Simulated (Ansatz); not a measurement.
# NaF (Fm-3m): exact exchange against the cheap answer

An exercise on one series of results from a longer session: the logs are not shown, and one member is left open.

Computed with Ansatz 0.2.0 (DFT at several levels, plane waves, PAW, unless a step's input says otherwise).

### The system as given

Symmetry: Fm-3m, No. 225, cubic system. Conventional cell: a = 4.647 Å, b = 4.647 Å, c = 4.647 Å, α = 90.00°, β = 90.00°, γ = 90.00°. Na (site symmetry m-3m) has 6 F at 2.32 Å in its first shell of neighbours. Around F (site symmetry m-3m) lie 6 Na at 2.32 Å.

Structure file:

```xyz
2
Lattice="0.0000 2.3233 2.3233 2.3233 0.0000 2.3233 2.3233 2.3233 0.0000" Properties=species:S:1:pos:R:3 pbc="T T T"
Na    0.0000    0.0000    0.0000
F     2.3233    2.3233    2.3233
```

An earlier run on this cell at PBE gave 1.70 GPa at 12.541 Å³/atom (8×8×8 mesh), gap on the mesh 6.27 eV.

The cell stays fixed from here on.

Levels to run, all on a 6×6×6 mesh: PBE; PBE0 form (fraction 1/ε∞); HSE06 form (fraction 0.3); PBE0; r²SCAN0 form (fraction 1/ε∞). Hardware: 4 threads of Arm Neoverse V2, shared host.

The first run:

input.yaml reads:

```yaml
crystal:
  lattice:
    - [0.0, 2.3233012604, 2.3233012604]
    - [2.3233012604, 0.0, 2.3233012604]
    - [2.3233012604, 2.3233012604, 0.0]
  atoms:
    - { symbol: Na, position: [0.0, 0.0, 0.0] }
    - { symbol: F, position: [0.5, 0.5, 0.5] }
basis:
  ecutwfc: 420
  ecutrho_ratio: 4
kpoints:
  mp_grid: { grid: [6, 6, 6] }
hamiltonian:
  xc: pbe
scf:
  occupations: { method: gaussian, width: 0.05 }
output:
  forces: true
  stress: true
  eigenvalues: true
  populations: true
  write_density: true
  write_potential: true
  elf: true
  volumetric_format: npy
```

Launch:

```console
$ ansatz run input.yaml --threads 4 --pin off --max-ram 8192MiB --backend cpu --events-out ev --progress --plain --runs-dir out
```

Steps of the session up to this table: PBE; PBE0 form (fraction 1/ε∞); HSE06 form (fraction 0.3); PBE0; r²SCAN0 form (fraction 1/ε∞).

One of the session's tables, all rows but one given; the rest of the session is left out.

It belongs to the step «The sweep». 

| level | gap on the mesh (eV) |
| --- | --- |
| PBE | 6.27 |
| PBE0 form (fraction 1/ε∞) | 12.64 |
| HSE06 form (fraction 0.3) | 8.87 |
| PBE0 | 9.20 |
| r²SCAN0 form (fraction 1/ε∞) | ? |

**Question.** Estimate the row for r²SCAN0 form (fraction 1/ε∞).

As computed: gap on the mesh (eV): 12.97. In the column «gap on the mesh (eV)» it is the highest.

Against 6.27 eV at PBE, the runs with exact exchange give 8.87 (HSE06 form (fraction 0.3)) to 12.97 eV (r²SCAN0 form (fraction 1/ε∞)). The cutoffs differ: 500 eV for r²SCAN0 form (fraction 1/ε∞), 420 eV otherwise. Gaps are over this coarse mesh alone, and total energies of different levels can't be compared. The program warned that the SCF threshold is loose for the stress of this hybrid run.

Caveats from the session: Warnings in the runs' records: stress scf threshold loose, stress exchange threshold loose.
